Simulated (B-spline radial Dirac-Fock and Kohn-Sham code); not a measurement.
# An X-ray data sheet for Cr²⁺, step by step

Wanted for the Cr²⁺ ion: the binding energy of each subshell, the widths and yields of its core holes and its two-hole states.

Program: B-spline radial Dirac-Fock and Kohn-Sham code, version 3. Model: a free atom or ion on a radial basis; each step names its model. All values are calculated, but those marked as tabulated.

### 1 The atom as given

The Cr²⁺ ion, [Ar] 3d4, inside a Watson sphere of charge -2 and radius 1.6 Å (a model of the Madelung potential; inside it an electron's potential energy is raised by 18.0 eV).

```
nuclear charge     : 24
electrons          : 22
mass number        : 52
nuclear rms radius : 3.6452 fm
```

Outer shells as boxes (Hund's rule, for the drawing alone; heavy ions are jj-coupled, and the calculation averages over the configuration):

```
[Ar] core
3d [↑ ][↑ ][↑ ][↑ ][  ]
```

### 2 Binding energies

Model: Dirac-Fock average of configuration, Delta-SCF, finite nucleus, first-order Breit with its frequency dependence, self-energy and vacuum polarisation.

Recorded inputs:

```ini
task = binding
Z = 24
charge = 2
configuration = 1s2 2s2 2p6 3s2 3p6 3d4
mass_number = 52
rms_radius = 3.6452  # fm
watson_charge = -2  # e
watson_radius = 1.6  # A
```

Results of the run (chosen fields of its result record, rounded):

```text
{
  "status": "converged",
  "shells": ["K", "L1", "L2", "L3", "M1", "M2", "M3", "M4,5"],
  "total_energy_parts [Ha]": [-1034.34724, 0.389572837, -0.0334972137, -0.000785099249, 0.257497399, -0.0207161408],
  "koopmans [eV]": [6050.12, 729.115, 616.182, 607.369, 96.364, 61.981, 60.873, 12.9687],
  "dirac_coulomb [eV]": [6011.72, 713.066, 598.671, 590.032, 92.7595, 58.7013, 57.6613, 10.8622],
  "gaunt [eV]": [-6.36632, -0.375462, -0.715768, -0.478561, -0.0380696, -0.0694725, -0.0395427, 0.00984317],
  "retardation [eV]": [0.364417, 0.00514936, 0.0717197, 0.0717718, 0.000474885, 0.00781408, 0.00780466, -0.00126684],
  "breit_frequency [eV]": [0.00875594, -0.00148897, -0.000420428, 0.00389728, -0.000216024, -0.000107582, 0.000445807, -7.27583e-05],
  "self_energy [eV]": [-2.97643, -0.286207, 0.0406679, 0.0195073, -0.0408118, 0.00462472, 0.00203832, 0.00194433],
  "vacuum_polarisation [eV]": [0.243266, 0.0219616, -0.00229348, -0.00236065, 0.00305769, -0.000267565, -0.00027687, -0.000127527],
  "binding [eV]": [6002.99, 712.43, 598.065, 589.646, 92.6839, 58.6439, 57.6318, 10.8725],
  "mean_radius [bohr]": [0.0635069, 0.291, 0.257092, 0.259863, 0.897766, 0.953178, 0.961194, 1.21771]
}
```

total_energy_parts: Dirac-Coulomb, Gaunt, retardation, frequency dependence, self-energy, vacuum polarisation. 

Each level as Koopmans' value plus corrections (eV):

```
level      -ε  relaxation  Breit    QED  binding
   1s  6050.1      -38.40  -5.99  -2.73   6003.0
   2s   729.1      -16.05  -0.37  -0.26    712.4
2p1/2   616.2      -17.51  -0.64   0.04    598.1
2p3/2   607.4      -17.34  -0.40   0.02    589.6
   3s   96.36       -3.60  -0.04  -0.04    92.68
3p1/2   61.98       -3.28  -0.06   0.00    58.64
3p3/2   60.87       -3.21  -0.03   0.00    57.63
   3d   12.97       -2.11   0.01   0.00    10.87
```

Line energies follow by subtraction:

```
       line  energy (eV)
 Kβ1 (K-M3)       5945.4
 Kβ3 (K-M2)       5944.3
 Kα1 (K-L3)       5413.3
 Kα2 (K-L2)       5404.9
Lβ3 (L1-M3)        654.8
Lβ4 (L1-M2)        653.8
 Lη (L2-M1)        505.4
 Lℓ (L3-M1)        497.0
```

### 3 Filling the vacancies

Model: independent-particle rates: relativistic LDA orbitals of the hole state, multipoles to L = 3 (length form), Coulomb Auger matrix elements with a Latter-tail continuum; energies from Dirac-Fock.

The run's settings:

```ini
task = decay
holes = ["K", "L1", "L2", "L3", "M1", "M2", "M3"]
```

Results of the run (chosen fields of its result record, rounded):

```text
{
  "status": "converged",
  "K": {
    "width_radiative": 0.28881,
    "width_radiative_velocity": 0.29955,
    "width_nonradiative": 0.72701,
    "coster_kronig": {},
    "radiative": [["L3", 5413.3, 0.17093], ["L2", 5404.9, 0.087045], ["M3", 5945.4, 0.020462], ["M2", 5944.3, 0.01037], ["M5", 5992.2, 4.4229e-06], ["M4", 5992.1, 3.0096e-06]],
    "auger": [["L2L3", 4757.1, 0.24048], ["L3L3", 4764.7, 0.13463], ["L1L3", 4652.8, 0.098426], ["L1L2", 4644.1, 0.053205], ["L1L1", 4524.8, 0.045853], ["L3M3", 5333.9, 0.029972]]
  },
  "L1": {
    "width_radiative": 0.0019239,
    "width_radiative_velocity": 0.0018648,
    "width_nonradiative": 6.0491,
    "coster_kronig": {"L2": 1.5752, "L3": 4.2259},
    "radiative": [["M3", 654.8, 0.0012014], ["M2", 653.79, 0.00063572], ["L3", 122.78, 6.1042e-05], ["L2", 114.36, 2.4324e-05], ["M5", 701.59, 8.5239e-07], ["M4", 701.5, 5.7127e-07]],
    "auger": [["L3M1", 7.4347, 1.2472], ["L3M3", 43.383, 1.1094], ["L3M5", 91.929, 0.81202], ["L3M4", 91.643, 0.57552], ["L2M3", 34.44, 0.51941], ["L3M2", 41.729, 0.48181]]
  },
  "L2": {
    "width_radiative": 0.001005,
    "width_radiative_velocity": 0.0010641,
    "width_nonradiative": 0.32612,
    "coster_kronig": {},
    "radiative": [["M4", 587.14, 0.00089073], ["M1", 505.38, 0.00011405], ["M3", 540.43, 1.7235e-07], ["M5", 587.23, 1.3765e-10], ["L3", 8.4194, 3.6962e-12], ["M2", 539.42, 8.0997e-13]],
    "auger": [["M2M3", 463.22, 0.12876], ["M1M2", 429.45, 0.043409], ["M2M2", 460.84, 0.036422], ["M2M5", 510.72, 0.035359], ["M4M5", 558.8, 0.022963], ["M3M4", 511.77, 0.019849]]
  },
  "L3": {
    "width_radiative": 0.0010004,
    "width_radiative_velocity": 0.0010571,
    "width_nonradiative": 0.33072,
    "coster_kronig": {},
    "radiative": [["M5", 578.81, 0.00079268], ["M1", 496.96, 0.0001189], ["M4", 578.72, 8.8652e-05], ["M2", 531.0, 8.7208e-08], ["M3", 532.01, 8.5131e-08]],
    "auger": [["M3M3", 455.43, 0.10096], ["M2M3", 454.8, 0.068606], ["M1M3", 422.09, 0.045282], ["M3M5", 503.91, 0.03941], ["M3M4", 503.35, 0.026733], ["M4M5", 550.38, 0.017555]]
  },
  "M1": {
    "width_radiative": 2.3923e-05,
    "width_radiative_velocity": 1.6317e-05,
    "width_nonradiative": 1.1845,
    "coster_kronig": {"M2": 0.3474, "M3": 0.78492, "M4": 0.038816, "M5": 0.013357},
    "radiative": [["M3", 35.052, 1.6442e-05], ["M2", 34.04, 7.4777e-06], ["M5", 81.847, 2.3109e-09], ["M4", 81.758, 1.5288e-09]],
    "auger": [["M3M5", 6.9495, 0.45515], ["M3M4", 6.3922, 0.32977], ["M2M5", 5.3432, 0.22171], ["M2M4", 6.1722, 0.12569], ["M4M5", 53.417, 0.035805], ["M5M5", 53.511, 0.013357]]
  },
  "M2": {
    "width_radiative": 1.8297e-05,
    "width_radiative_velocity": 1.6386e-05,
    "width_nonradiative": 0.51757,
    "coster_kronig": {"M4": 0.5064, "M5": 0.011173},
    "radiative": [["M4", 47.718, 1.8297e-05], ["M5", 47.807, 1.4043e-14], ["M3", 1.0121, 6.4355e-15]],
    "auger": [["M4M5", 19.377, 0.42386], ["M4M4", 19.283, 0.082542], ["M5M5", 19.471, 0.011173]]
  },
  "M3": {
    "width_radiative": 1.75e-05,
    "width_radiative_velocity": 1.5593e-05,
    "width_nonradiative": 0.49278,
    "coster_kronig": {"M4": 0.29675, "M5": 0.19602},
    "radiative": [["M5", 46.795, 1.5761e-05], ["M4", 46.706, 1.7389e-06]],
    "auger": [["M4M5", 18.365, 0.28414], ["M5M5", 18.459, 0.19602], ["M4M4", 18.271, 0.012607]]
  }
}
```

All in eV. For each hole the six strongest lines (shell, energy, width) and Auger groups (final holes, energy, width) are shown.

How each hole decays (widths in eV):

```
      hole  radiative  Auger  Coster-Kronig  total     yield  lifetime (fs)
    K (1s)      0.289  0.727              0   1.02     0.284          0.648
   L1 (2s)    0.00192  0.248           5.80   6.05  3.18e-04          0.109
L2 (2p1/2)    0.00100  0.326              0  0.327   0.00307           2.01
L3 (2p3/2)    0.00100  0.331              0  0.332   0.00302           1.98
   M1 (3s)   2.39e-05      0           1.18   1.18  2.02e-05          0.556
M2 (3p1/2)   1.83e-05      0          0.518  0.518  3.54e-05           1.27
M3 (3p3/2)   1.75e-05      0          0.493  0.493  3.55e-05           1.34
```

Emission lines that fill the K hole:

```
Kα2 5404.9      50.9 ##########################
Kα1 5413.3       100 ################################
Kβ3 5944.3      6.07 ######
Kβ1 5945.4      12.0 #############
```
(bars on a logarithmic scale, % of the strongest)

### 4 Two holes

Model: Dirac-Fock average of configuration, Delta-SCF, finite nucleus, first-order Breit with its frequency dependence, self-energy and vacuum polarisation; two-hole levels by intermediate coupling within the shell, Auger rates as independent-particle Coulomb matrix elements.

The run's settings:

```ini
task = double
```

Results of the run (chosen fields of its result record, rounded):

```text
{
  "status": "converged",
  "single_binding [eV]": {"K": 6002.992, "L1": 712.4299, "L2": 598.0652, "L3": 589.6458, "M1": 92.68391, "M2": 58.64392, "M3": 57.6318, "M4,5": 10.8725},
  "double_binding [eV]": {
    "KK": 12342.68,
    "KL2": 6688.045,
    "KL3": 6678.049,
    "KM2": 6087.105,
    "KM3": 6085.832,
    "L1L1": 1479.961,
    "L1L2": 1360.417,
    "L1L3": 1351.731,
    "L1M2": 794.2184,
    "L1M3": 793.0715,
    "L2L2": 1260.926,
    "L2L3": 1247.48,
    "L2M1": 714.6962,
    "L2M3": 679.2059,
    "L3L3": 1240.233,
    "L3M1": 706.2629,
    "L3M2": 671.9214,
    "M2M2": 137.9422,
    "M2M3": 135.5341,
    "M3M3": 134.9082
  },
  "kalpha_Ln [eV]": [
    [0, 5410.521, 5661.279],
    [1, 5435.892, 5687.847],
    [2, 5462.379, 5715.556],
    [3, 5490.02, 5744.432],
    [4, 5518.841, 5774.493],
    [5, 5548.859, 5805.753]
  ],
  "auger_lines [eV]": {
    "K-L123": [["L2L3", 2, 0.882983, 4750.82, 0.333624], ["L1L3", 1, 0.545281, 4621.59, 0.118434], ["L1L1", 0, 0.980684, 4518.78, 0.0356321], ["L2L2", 0, 0.68959, 4736.27, 0.0337434], ["L3L3", 2, 0.882983, 4767.14, 0.0233703], ["L1L3", 2, 1.0, 4660.02, 0.0168652]],
    "L2-M23": [["M2M3", 2, 0.788005, 460.918, 0.0777155], ["M2M3", 1, 1.0, 463.891, 0.0404101], ["M3M3", 0, 0.537682, 455.975, 0.0243756], ["M2M2", 0, 0.537682, 463.689, 0.0133602], ["M3M3", 2, 0.788005, 464.677, 0.0130848]],
    "L3-M23": [["M2M3", 2, 0.788005, 452.499, 0.0643487], ["M3M3", 2, 0.788005, 456.257, 0.0617298], ["M2M3", 1, 1.0, 455.471, 0.0207361], ["M3M3", 0, 0.537682, 447.556, 0.0161981], ["M2M2", 0, 0.537682, 455.27, 0.00728474]]
  }
}
```

Auger rows: leading holes, J, purity, kinetic energy, width; the six strongest of each group. kalpha_Ln rows: L holes, Kα centroid, hypersatellite. Left out are hole states that did not converge, or in which two open shells of one symmetry are about equally filled, where the average of configuration falls too low.

Hole-hole repulsion U = E(ab) - E(a) - E(b), in eV:

```
holes   double  sum of singles      U
  K K  12342.7         12006.0  336.7
 K L2   6688.0          6601.1  86.99
 K L3   6678.0          6592.6  85.41
 K M2   6087.1          6061.6  25.47
 K M3   6085.8          6060.6  25.21
L1 L1   1480.0          1424.9  55.10
L1 L2   1360.4          1310.5  49.92
L1 L3   1351.7          1302.1  49.66
L1 M2    794.2           771.1  23.14
L1 M3    793.1           770.1  23.01
L2 L2   1260.9          1196.1  64.80
L2 L3   1247.5          1187.7  59.77
L2 M1    714.7           690.7  23.95
L2 M3    679.2           655.7  23.51
L3 L3   1240.2          1179.3  60.94
L3 M1    706.3           682.3  23.93
L3 M2    671.9           648.3  23.63
M2 M2    137.9           117.3  20.65
M2 M3    135.5           116.3  19.26
M3 M3    134.9           115.3  19.64
```

### 5 Results

```
                    quantity                   value
deepest level listed, K (1s)               6003.0 eV
      least bound, M4,5 (3d)                10.87 eV
                         Kα1               5413.3 eV
        K hole: width, yield          1.02 eV, 0.284
                its lifetime                0.648 fs
          its strongest line   Kα1 (K-L3), 5413.3 eV
              largest U, K K                336.7 eV
     Kα hypersatellite shift               +250.8 eV
    strongest line of K-L123  L2L3, J = 2, 4750.8 eV
```

**Reading.** The K (1s) level lies 38.4 eV under Koopmans' value by relaxation alone; Breit gives -5.99 and QED -2.73 eV. The K hole lives 0.65 fs and decays mostly by electron emission (yield 0.28). Coster-Kronig decay rules L1, M1, M2 and M3, where this model's widths can be far from the measured ones. U runs from 19.26 eV (M2 M3) to 336.7 eV (K K). An empty K shell moves Kα up by 251 eV. In the K-L123 Auger group the L2L3 J = 2 line carries 57 % of the rate. The Hartree-Fock and Dirac-Fock values hold no electron correlation.
